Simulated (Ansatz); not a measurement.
# C₂H₈O₃SSi: a ladder of functionals and wavefunction methods

One table from this session's results is given with a row withheld; the runs are named, their logs left out.

Computed with Ansatz 0.2.0, Gaussian basis. Level: functionals in def2-TZVPP, the program's frozen cores in correlated methods.

Plan: PBE-D4, r2SCAN-D4, PBE0-D4, B3LYP-D4, ωB97X-V, ωB97M-V, B2PLYP; CCSD(T)/def2-TZVPP; MP2/def2-QZVPP; extrapolation to the limit.

## Structure used throughout

All runs share one geometry, relaxed beforehand with PBE0-D4 in a triple-zeta def2 set.

SMILES `CCS[Si](O)(O)O`, 15 atoms, charge 0, spin multiplicity 1.

Atoms are counted from 1 here; the program's logs count them from 0.

Bond lengths: C1–C2 1.513 Å, C1–H8 1.092 Å, C1–H9 1.090 Å, C1–H10 1.094 Å, C2–S3 1.831 Å, C2–H11 1.091 Å, C2–H12 1.092 Å, S3–Si4 2.109 Å, Si4–O5 1.635 Å, Si4–O6 1.634 Å, Si4–O7 1.635 Å, O5–H13 0.959 Å, O6–H14 0.960 Å, O7–H15 0.959 Å. Angles: C2–C1–H8 110.9°, C2–C1–H9 110.7°, C2–C1–H10 110.1°, H8–C1–H9 108.4°, H8–C1–H10 108.2°, H9–C1–H10 108.5°, C1–C2–S3 113.1°, C1–C2–H11 111.6°, C1–C2–H12 111.3°, S3–C2–H11 108.6°, S3–C2–H12 104.7°, H11–C2–H12 107.1°, C2–S3–Si4 100.8°, S3–Si4–O5 106.6°, S3–Si4–O6 108.5°, S3–Si4–O7 115.3°, O5–Si4–O6 114.9°, O5–Si4–O7 106.9° and more.

The first run:

Input file in.yaml:

```yaml
crystal:
  periodic: [false, false, false]
  atoms:
    - {symbol: C, position_ang: [-0.142371, 1.119325, -1.962125]}
    - {symbol: C, position_ang: [0.595077, -0.115676, -1.493014]}
    - {symbol: S, position_ang: [1.481480, 0.133997, 0.089497]}
    - {symbol: Si, position_ang: [-0.011032, -0.423936, 1.471255]}
    - {symbol: O, position_ang: [0.560771, -0.044866, 2.955223]}
    - {symbol: O, position_ang: [-1.405164, 0.322491, 1.059551]}
    - {symbol: O, position_ang: [-0.380096, -2.016412, 1.496801]}
    - {symbol: H, position_ang: [0.541647, 1.962509, -2.075825]}
    - {symbol: H, position_ang: [-0.917254, 1.399657, -1.248215]}
    - {symbol: H, position_ang: [-0.614352, 0.929400, -2.930949]}
    - {symbol: H, position_ang: [-0.077217, -0.968123, -1.383869]}
    - {symbol: H, position_ang: [1.371623, -0.407182, -2.202661]}
    - {symbol: H, position_ang: [0.904651, 0.841421, 3.077876]}
    - {symbol: H, position_ang: [-2.210242, -0.119824, 1.337935]}
    - {symbol: H, position_ang: [0.302479, -2.612801, 1.808520]}
basis:
  gaussian: {orbitals: def2-TZVPP}
hamiltonian: {xc: pbe, dispersion: d4}
output: {forces: true, orbitals: {seedname: orbitals}}
```

On the command line:

```sh
ansatz run in.yaml --threads 2 --pin off --events-out ev --progress --plain --max-ram 22528MiB --backend cuda --devices 0, --max-vram 18GiB
```

Among the steps run: PBE-D4 (GGA); r2SCAN-D4 (meta-GGA); PBE0-D4 (hybrid); B3LYP-D4 (hybrid); ωB97X-V (range-separated); ωB97M-V (range-separated); B2PLYP (double hybrid); CCSD(T) in def2-TZVPP; MP2 in def2-QZVPP.

One table of the session follows, with a row left open; its other results are not shown here.

| method | atomisation energy (kJ/mol) |
| --- | --- |
| PBE-D4 | 6052.3 |
| r2SCAN-D4 | 5974.0 |
| PBE0-D4 | 5937.0 |
| B3LYP-D4 | 5930.3 |
| ωB97X-V | 5969.4 |
| ωB97M-V | 5983.0 |
| B2PLYP | 5880.4 |
| HF/def2-TZVPP | ? |
| MP2/def2-TZVPP | 5943.7 |
| CCSD/def2-TZVPP | 5714.5 |
| CCSD(T)/def2-TZVPP | 5806.7 |
| MP2/CBS | 6119.6 |
| CCSD(T)/CBS | 5982.7 |

Estimate the missing values for HF/def2-TZVPP.

As computed: atomisation energy (kJ/mol): 4281.0. In the column «atomisation energy (kJ/mol)» it is the lowest.
